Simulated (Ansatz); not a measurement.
# YScO2 and its elements: a formation energy from the elements

Computed with the Python package of Ansatz (0.2.0).

Typed at the interpreter:
```pycon
>>> from collections import Counter
>>> import warnings
>>> import ansatz as az
>>> import numpy as np
>>> PHASES = {
...     "YScO2": (
...         [[1.7932739, 1.03534717, 6.13181403], [-1.7932739, 1.03534717, 6.13181403], [0.0, -2.07069434, 6.13181403]],
...         [
...             ("Y", [0.5, 0.5, 0.5]),
...             ("Sc", [0.0, 0.0, 0.0]),
...             ("O", [0.109979, 0.109979, 0.109979]),
...             ("O", [0.890021, 0.890021, 0.890021]),
...         ],
...     ),
...     "Y": (
...         [[3.6474, 0.0, 0.0], [-1.8237, 3.15874106, 0.0], [0.0, 0.0, 5.7306]],
...         [
...             ("Y", [1 / 3, 2 / 3, 0.25]),
...             ("Y", [2 / 3, 1 / 3, 0.75]),
...         ],
...     ),
...     "Sc": (
...         [[3.309, 0.0, 0.0], [-1.6545, 2.86567806, 0.0], [0.0, 0.0, 5.2733]],
...         [
...             ("Sc", [1 / 3, 2 / 3, 0.25]),
...             ("Sc", [2 / 3, 1 / 3, 0.75]),
...         ],
...     ),
...     "O2": (
...         [[9.0, 0.0, 0.0], [0.0, 9.5, 0.0], [0.0, 0.0, 10.0]],
...         [
...             ("O", [0.5, 0.5, 0.4385]),
...             ("O", [0.5, 0.5, 0.5615]),
...         ],
...     ),
... }
>>> def build(vectors, sites):
...     crystal = az.Crystal(lattice=az.Lattice.of(vectors))
...     for symbol, position in sites:
...         crystal = crystal.atom(symbol, position)
...     return crystal
...
>>> POLARISED = {"O2"}
>>> GASES = {"O2"}
>>> def compute(name, crystal):
...     calc = (
...         crystal.calculation()
...         .functional(az.Functional.PBESOL)
...         .basis(450)
...         .scf(tolerance=1e-07)
...         .kpoints(spacing=0.3)
...         .occupations("fermi_dirac", width=0.02)
...         .stress()
...     )
...     if name in POLARISED:
...         calc = calc.spin("collinear")
...     if name in GASES:
...         return calc.kpoints(1, 1, 1).relax(force_tolerance=0.01).run()
...     calc = calc.relax(force_tolerance=0.01, cell=True)
...     return calc.run()
...
>>> def counts(outcome):
...     return Counter(site.symbol for site in outcome.lattice.sites)
...
>>> def formation_energy(outcome, mu):
...     n = counts(outcome)
...     return (outcome.report["energy_sigma0_ev"] - sum(k * mu[element] for element, k in n.items())) / sum(n.values())
...
>>> def volume_per_atom(outcome):
...     return abs(np.linalg.det(outcome.lattice.cell_ang)) / len(outcome.lattice.sites)
...
>>> warnings.simplefilter("ignore", az.DeckWarning)
>>> phases = {name: build(*cell) for name, cell in PHASES.items()}
>>> phases["O2"] = phases["O2"].moments(O=1.0)
>>> done = {name: compute(name, crystal) for name, crystal in phases.items()}

>>> # energy of one atom in its reference phase
>>> references = {"Y": "Y", "Sc": "Sc", "O": "O2"}
>>> mu = {element: done[name].report["energy_sigma0_ev"] / len(done[name].lattice.sites) for element, name in references.items()}
>>> target = done["YScO2"]
>>> heat = formation_energy(target, mu)
>>> n = counts(target)
>>> print("cell content:", dict(n), " volume", round(volume_per_atom(target), 3), "A^3/atom")
cell content: {<Element.Y: 'Y'>: 1, <Element.SC: 'Sc'>: 1, <Element.O: 'O'>: 2}  volume 16.354 A^3/atom
>>> print("formation energy", round(heat, 4), "eV/atom,", round(heat * sum(n.values()), 4), "eV per cell")
formation energy -2.9996 eV/atom, -11.9985 eV per cell
>>> print("bound against the elements" if heat < 0 else "unbound against the elements")
bound against the elements
```

Notes:
- Absolute energies stand on the zero of these potentials, so only differences at equal settings mean something.
- The magnetic order follows from the starting moments and needn't be the lowest.
- For the metals among these phases the mesh is modest: differences between phases can be off by up to 40 meV an atom.
- The program warned that this SCF threshold is loose for forces or stresses.
- The cells come from databases of deposited and of computed structures, and not all need be stable phases.
- The compound is the structure given, not necessarily its lowest; energies are at zero temperature, with no correction for gases. Magnetic phases start from parallel moments and may not end in their lowest magnetic state. A semilocal functional's error on such energies is often 0.05 to 0.1 eV an atom, and 0.1 to 0.3 eV against gases such as O2 or F2.
- The script silences the warnings on its input, which a real study should read.
- Run time: 71 s on 1 thread of Arm Neoverse V2, on a shared host, peak memory 0.83 GiB.

(Lines on the test bed's own set-up are left out of the output.)
